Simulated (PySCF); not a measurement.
# CoH₃: structure of the triplet

The task is one start of a wider search on CoH₃: the triplet, from a PBE0 minimum start. It is relaxed, tested by its Hessian and followed downhill if it is a saddle.

Program: PySCF 2.14.0. Level of theory: PBE0, basis Co def2-TZVP, H def2-TZVP, no relativity, density fitting. These are calculated values, not measurements.

## (1) The system as given

4 atoms, charge 0, spin multiplicity 3.

Bond lengths: Co1–H2 1.684 Å, Co1–H3 1.684 Å, Co1–H4 1.567 Å, H2–H3 0.816 Å. Angles: H2–Co1–H3 28.0°, H2–Co1–H4 166.0°, H3–Co1–H4 166.0°, Co1–H2–H3 76.0°, Co1–H3–H2 76.0°.

```xyz
4
charge 0 multiplicity 3
Co    0.0000    0.0000    0.0277
H    -0.4078    0.0000   -1.6064
H     0.4078    0.0000   -1.6064
H     0.0000    0.0000    1.5944
```

## (2) The SCF at the typed geometry

One driver script runs all steps and calls PySCF; scf.py shows how it sets up the SCF of each step. The optimiser is the driver's own. After this first run the driver tries any further starts and a stability analysis.

File scf.py:

```python
from pyscf import gto, scf, dft
mol = gto.M(atom='''
Co     0.000000     0.000000     0.027680
H     -0.407800    -0.000000    -1.606440
H      0.407800    -0.000000    -1.606440
H     -0.000000    -0.000000     1.594410''',
    basis={'Co': 'def2-TZVP', 'H': 'def2-TZVP'},
    charge=0, spin=2)
mf = dft.UKS(mol, xc='PBE0')
mf.grids.atom_grid = (50, 194)
aux = {'Co': 'def2-universal-JKFIT', 'H': 'def2-universal-JKFIT'}
mf = mf.density_fit(auxbasis=aux)
mf.conv_tol = 1e-08
mf.diis_space = 10
mf.max_cycle = 60
mf.init_guess = 'minao'
mf.verbose = 4
mf.kernel()
```

Started as:

```sh
> OMP_NUM_THREADS=2 python axn.py task.json out
```

Output:

```text
init E= -1383.22253652875
[... the frontier-level lines of each cycle are left out ...]
cycle= 1 E= -1367.08009329262  delta_E= 16.1  |g|= 5.53  |ddm|= 16.4
cycle= 2 E= -1359.11096278349  delta_E= 7.97  |g|= 9.95  |ddm|= 17.5
cycle= 3 E= -1375.29257708103  delta_E= -16.2  |g|= 6.14  |ddm|= 4.59
cycle= 4 E= -1378.53871144726  delta_E= -3.25  |g|= 5.02  |ddm|= 1.79
cycle= 5 E= -1379.37954794806  delta_E= -0.841  |g|= 4.53  |ddm|= 0.21
cycle= 6 E= -1381.19682625236  delta_E= -1.82  |g|= 3.38  |ddm|= 3.45
cycle= 7 E= -1380.76636362236  delta_E= 0.43  |g|= 3.56  |ddm|= 1.28
cycle= 8 E= -1381.13247359435  delta_E= -0.366  |g|= 3.41  |ddm|= 0.371
cycle= 9 E= -1381.38162161569  delta_E= -0.249  |g|= 3.27  |ddm|= 0.689
cycle= 10 E= -1381.360797996  delta_E= 0.0208  |g|= 3.28  |ddm|= 0.0308
cycle= 11 E= -1381.39894273531  delta_E= -0.0381  |g|= 3.26  |ddm|= 0.0578
cycle= 12 E= -1382.1437134531  delta_E= -0.745  |g|= 2.85  |ddm|= 0.694
cycle= 13 E= -1382.80974341401  delta_E= -0.666  |g|= 2.34  |ddm|= 0.52
cycle= 14 E= -1384.23537742548  delta_E= -1.43  |g|= 0.0969  |ddm|= 2.02
cycle= 15 E= -1384.24074119839  delta_E= -0.00536  |g|= 0.0216  |ddm|= 0.125
cycle= 16 E= -1384.24179361692  delta_E= -0.00105  |g|= 0.0133  |ddm|= 0.0558
cycle= 17 E= -1384.24262633649  delta_E= -0.000833  |g|= 0.0125  |ddm|= 0.0408
cycle= 18 E= -1384.24314239362  delta_E= -0.000516  |g|= 0.0134  |ddm|= 0.023
cycle= 19 E= -1384.24036304837  delta_E= 0.00278  |g|= 0.016  |ddm|= 0.182
cycle= 20 E= -1384.24026384065  delta_E= 9.92e-05  |g|= 0.0123  |ddm|= 0.0306
cycle= 21 E= -1384.24030986164  delta_E= -4.6e-05  |g|= 0.00201  |ddm|= 0.0459
cycle= 22 E= -1384.24030061417  delta_E= 9.25e-06  |g|= 0.00274  |ddm|= 0.0172
cycle= 23 E= -1384.2403014846  delta_E= -8.7e-07  |g|= 0.00216  |ddm|= 0.00412
cycle= 24 E= -1384.24030250207  delta_E= -1.02e-06  |g|= 0.000418  |ddm|= 0.00364
cycle= 25 E= -1384.24030255819  delta_E= -5.61e-08  |g|= 0.000217  |ddm|= 0.00106
cycle= 26 E= -1384.24030255411  delta_E= 4.08e-09  |g|= 0.000109  |ddm|= 0.000685
cycle= 27 E= -1384.24030255677  delta_E= -2.66e-09  |g|= 2.36e-05  |ddm|= 0.000174
Extra cycle  E= -1384.24030255612  delta_E= 6.47e-10  |g|= 6.32e-05  |ddm|= 4.23e-05
converged SCF energy = -1384.24030255612  <S^2> = 2.0309234  2S+1 = 3.0205453
```

This step, with its further starts and checks, needed 11 s of wall time on 2 threads of Arm Neoverse V1, shared host.

The starts that the driver tried:

```
                      start   energy (Eh)
    the minimal-basis guess  -1384.240303
a thermally smeared density  -1384.268065
      a smeared PBE density  -1384.271944
```

The first run landed in a state that is too high. Following the other starts and the instabilities gains 83.1 kJ/mol (-1384.27194 Eh), and the work goes on from there.

## (3) Relaxing the triplet from the PBE0 minimum start

The program finds C2v symmetry in the start, which this walk keeps. Threshold on the gradient: 0.0003 Eh/bohr, with a further test on the energy change.

Changes to scf.py since step 2:

```diff
@@ -3,4 +3,4 @@
-Co     0.000000     0.000000     0.027680
-H     -0.407800    -0.000000    -1.606440
-H      0.407800    -0.000000    -1.606440
-H     -0.000000    -0.000000     1.594410''',
+Co     0.000000     0.000000     0.027678
+H     -0.407800     0.000000    -1.606442
+H      0.407800     0.000000    -1.606442
+H      0.000000     0.000000     1.594408''',
@@ -16 +15,0 @@
-mf.init_guess = 'minao'
```

The optimiser's trace:

```
step   energy (Eh)  change (kJ/mol)  largest symmetric gradient (Eh/bohr)
   0  -1384.271944             0.00                               0.00060
   1  -1384.271946             0.00                               0.00055
   2  -1384.271947            -0.01                               0.00042
   3  -1384.271948            -0.01                               0.00027
```

The walk took 6.2 s.

Positions (Å) and forces (eV/Å) along the way:

```
step 0
Co   0.000   0.000   0.028   0.000   0.000  -0.029
H   -0.408   0.000  -1.606  -0.031   0.000   0.013
H    0.408   0.000  -1.606   0.031   0.000   0.013
H    0.000   0.000   1.594   0.000   0.000   0.002
step 1
Co   0.000   0.000   0.027   0.000   0.000  -0.028
H   -0.408   0.000  -1.606  -0.008   0.000   0.013
H    0.408   0.000  -1.606   0.008   0.000   0.013
H    0.000   0.000   1.594   0.000   0.000   0.002
step 2
Co   0.000   0.000   0.026   0.000   0.000  -0.021
H   -0.409   0.000  -1.605   0.012   0.000   0.010
H    0.409   0.000  -1.605  -0.012   0.000   0.010
H    0.000   0.000   1.593   0.000   0.000   0.001
step 3
Co   0.000   0.000   0.026   0.000   0.000  -0.011
H   -0.409   0.000  -1.605   0.014   0.000   0.005
H    0.409   0.000  -1.605  -0.014   0.000   0.005
H    0.000   0.000   1.593   0.000   0.000   0.001
```

After 3 steps and 0.0 kJ/mol it ends at C2v: Co–H 1.567 Å, Co–H 1.681 Å (×2), H–H 0.819 Å; Co–H–H 75.9° (×2), H–Co–H 28.2°, H–Co–H 165.9° (×2).

## (4) Is it a minimum? Harmonic modes

On the finer grid the gradient is checked again; gradients at displacements of ±0.02 bohr then give force constants and infrared intensities.

Changes to scf.py since step 3:

```diff
@@ -3,4 +3,4 @@
-Co     0.000000     0.000000     0.027678
-H     -0.407800     0.000000    -1.606442
-H      0.407800     0.000000    -1.606442
-H      0.000000     0.000000     1.594408''',
+Co     0.000000     0.000000     0.027222
+H     -0.408984     0.000000    -1.602381
+H      0.408984     0.000000    -1.602381
+H      0.000000     0.000000     1.594382''',
@@ -10 +10 @@
-mf.grids.atom_grid = (50, 194)
+mf.grids.atom_grid = (75, 302)
@@ -13 +13 @@
-mf.conv_tol = 1e-08
+mf.conv_tol = 1e-10
```

The driver hands on the density of the step before, so the log starts near convergence.

Log of the central SCF (cycles and frontier levels):

```text
init E= -1384.27185210406
[... the frontier-level lines of each cycle are left out ...]
cycle= 1 E= -1384.27185210406  delta_E= 2.73e-12  |g|= 2.34e-06  |ddm|= 2.29e-06
Extra cycle  E= -1384.27185210406  delta_E= 9.09e-13  |g|= 7.1e-06  |ddm|= 4.11e-06
converged SCF energy = -1384.27185210406  <S^2> = 2.0243584  2S+1 = 3.0161952
```

The whole step took 64 s.

Geometry: C2v; Co–H 1.567 Å, Co–H 1.680 Å (×2), H–H 0.818 Å; Co–H–H 75.9° (×2), H–Co–H 28.2°, H–Co–H 165.9° (×2).

Modes, for the most abundant isotopes:

```tsv
symmetry	ω (cm⁻¹)	IR (km/mol)	μ (u)
b2	476	96.5	1.05
b1	557	53.1	1.05
a1	949	32.4	1.04
b2	1455	0.0	1.01
a1	1777	175	1.02
a1	3312	230	1.01
```

No imaginary mode, so this is a minimum.

Constants and moments:

```
Dipole moment                                                   : 3.46 D
Highest occupied level                                          : -6.36 eV
Lowest empty level                                              : -1.47 eV
Rotational constants                                            : 50, 2.166, 2.077 cm⁻¹
Zero-point energy                                               : 51.0 kJ/mol
Principal polarisabilities                                      : 22.5, 29.1, 39.7 bohr³
Atomisation energy without zero-point energy                    : 740 kJ/mol
Principal traceless quadrupole moments about the centre of mass : -3.13, 1.55, 1.58 D Å
Entropy at 298.15 K and 1 bar (electronic part: spin only)      : 230.7 J/(mol K)
Heat capacity Cp at 298.15 K                                    : 45.7 J/(mol K)
Enthalpy at 298.15 K above 0 K                                  : 11.18 kJ/mol
Rotational symmetry number                                      : 2
Spin squared ⟨S²⟩                                               : 2.024
```

Populations by atom (charges in e):

```csv
atom,Mulliken,Löwdin,polar tensor,spin (Mulliken),Mayer order to Co1
Co1,0.01,0.04,0.26,2.12,–
"H2,3",0.08,0.10,0.07,-0.02,0.34
H4,-0.17,-0.24,-0.39,-0.08,0.95
```

Outer orbital energies (eV). α occupied: -66.75, -14.79, -8.70, -8.65, -7.78, -7.64, -7.54, -6.54; empty: -0.58, 0.90, 1.50, 2.65. β occupied: -63.98, -63.89, -63.80, -14.69, -7.32, -6.47, -6.42, -6.36; empty: -1.47, -0.28, -0.06, 2.25.

Mulliken populations on Co1: s 6.82, p 12.25, d 7.91, f 0.00.

## (5) What came out

```
                                          quantity                                                                                              value
                                           minimum                                                                                       triplet, C2v
                                          geometry  Co–H 1.567 Å, Co–H 1.680 Å (×2), H–H 0.818 Å; Co–H–H 75.9° (×2), H–Co–H 28.2°, H–Co–H 165.9° (×2)
                                wavenumbers (cm⁻¹)                                      476 (b2), 557 (b1), 949 (a1), 1455 (b2), 1777 (a1), 3312 (a1)
                                     dipole moment                                                                                             3.46 D
highest occupied, lowest empty level (either spin)                                                                                    -6.36, -1.47 eV
                        polar-tensor charge of Co1                                                                                            +0.26 e
                                 zero-point energy                                                                                        51.0 kJ/mol
                               entropy at 298.15 K                                                                                    230.7 J/(mol K)
         atomisation energy (no zero-point energy)                                                                                         740 kJ/mol
                                              ⟨S²⟩                                                                                              2.024
```

In words: The molecule stays C2v, as typed, and the end point is a minimum. In the infrared the band at 3312 cm⁻¹ (a1) leads. Most of the spin sits on Co1 (Mulliken spin 2.12, against 2 for the whole molecule). The first SCF alone would have been 83 kJ/mol too high. Other starts or spin states, not run here, may lie lower. Open d and f shells are described by one determinant, and the ground state may have another occupation or spin.

The search up to here took 81 s.
